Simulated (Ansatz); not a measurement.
# BeSe+ (quartet): wave-function methods side by side at distance Se1–Be2 = 3.704 Å, cc-pVDZ

Aim: climb from Hartree-Fock through coupled cluster and multireference methods for BeSe+ (quartet) at one geometry and basis, and see what each rung misses.

Program: Ansatz 0.2.0, Gaussian basis. Level of theory: cc-pVDZ, core rule «outside noble gas», up to 15 orbitals frozen. These are calculated values, not measurements.

The runs, in order: UHF; CCSD(T) on ROHF; CCSD(T) on UHF; BCCD(T) on ROHF; CISD as a restricted active space (open shells left free, so some higher excitations enter); CCSDT(Q) on ROHF; CCSDT(Q) on UHF; CASSCF and MRCISD+Q, 5 electrons in 5 orbitals; CASSCF and NEVPT2, 5 electrons in 5 orbitals; CASSCF and MRCISD+Q, 7 electrons in 8 orbitals; CASSCF and NEVPT2, 7 electrons in 8 orbitals; Full CI.

40 further runs of the same task are left out: 18 for a known fault of the program, 17 that didn't finish, 5 set aside as unsound or not needed. Runs told in other sessions of the task aren't counted.

### 1 The geometry

The geometry derives from a PBE0/def2-TZVP stationary point (not a proven minimum). One bond is set to the value named and the two fragments are kept rigid. No spin-orbit coupling is included. The filled d shell of Se may be among the frozen orbitals whatever the setting's name suggests.

2 atoms, charge 1, spin multiplicity 4.

Atoms are counted from 1 here; the program's logs count them from 0.

No contacts short enough for the rule that draws bonds.

### 2 UHF

The input, in.yaml:

```yaml
crystal:
  periodic: [false, false, false]
  atoms:
    - {symbol: Se, position_ang: [0.000000, 0.000000, 0.000000]}
    - {symbol: Be, position_ang: [0.000000, 0.000000, 3.704000]}
basis:
  gaussian: {orbitals: cc-pVDZ}
total_charge: 1
magnetization: {spin_polarized: true, initial_magnetization: 3}
hamiltonian: {xc: hf}
output: {orbitals: {seedname: orbitals}}
```

Command:

```bash
$ ansatz run in.yaml --threads 1 --pin off --events-out ev --progress --plain --max-ram 2393MiB
```

Further steps of the session: CCSD(T) on ROHF; CCSD(T) on UHF; BCCD(T) on ROHF; CISD as a restricted active space (open shells left free, so some higher excitations enter); CCSDT(Q) on ROHF; CCSDT(Q) on UHF; CASSCF and MRCISD+Q, 5 electrons in 5 orbitals; CASSCF and NEVPT2, 5 electrons in 5 orbitals; CASSCF and MRCISD+Q, 7 electrons in 8 orbitals; CASSCF and NEVPT2, 7 electrons in 8 orbitals; Full CI.

Q: Predict the results of all the runs planned. Wanted: FCI from the RHF energy; RMP2 from FCI; UMP2 from FCI; RCCSD from FCI; RCCSD(T) from FCI; UCCSD(T) from FCI; RCCSDT(Q) from FCI; UCCSDT(Q) from FCI; NEVPT2 pair from FCI.

The runs gave:

```
                         quantity                                                                                               value
          FCI from the ROHF energy                                                                                          -2.9268 eV
                    RMP2 from FCI                                                                                     +16.76 kcal/mol
                    UMP2 from FCI                                                                                     +15.53 kcal/mol
                   RCCSD from FCI                                                                                      +2.59 kcal/mol
                RCCSD(T) from FCI                                                                                      +0.61 kcal/mol
                UCCSD(T) from FCI                                                                                      +0.25 kcal/mol
               RCCSDT(Q) from FCI                                                                                      +0.01 kcal/mol
               UCCSDT(Q) from FCI                                                                                      -0.26 kcal/mol
             NEVPT2 pair from FCI                                                                                     +13.04 kcal/mol
           MRCISD+Q pair from FCI                                                                                      +0.68 kcal/mol
          NEVPT2 valence from FCI                                                                                     +12.16 kcal/mol
levels within 1 kcal/mol (43 meV)  RCCSD(T), UCCSD(T), BCCD(T), RCCSDT, UCCSDT, RCCSDT(Q), UCCSDT(Q), MRCISD+Q pair, MRCISD+Q valence
                    T1 diagnostic                                                                                               0.099
   effectively unpaired electrons                                                                                                3.06
```

In words: RCCSD(T) lands +0.61 kcal/mol from the yardstick (0.9 % of the correlation energy). UCCSDT, UCCSDT(Q) fall below full CI: unrestricted runs freeze a spin-polarised core, another one than full CI's, and coupled cluster isn't variational. The occupations are near whole numbers, but T1 = 0.099 shows that the orbitals relax strongly. Of the multireference levels listed MRCISD+Q valence comes nearest in total energy (+0.41 kcal/mol), which doesn't show that its space is the better one. These misses are within one basis, not against nature; the frozen cores of restricted and unrestricted runs differ, which can shift their rows.

Levels on UHF freeze UHF's core orbitals, full CI those of ROHF, so the U rows can settle a little off it for that reason alone.

With open shells the CI space here admits some higher excitations, so it is larger than plain CISD.
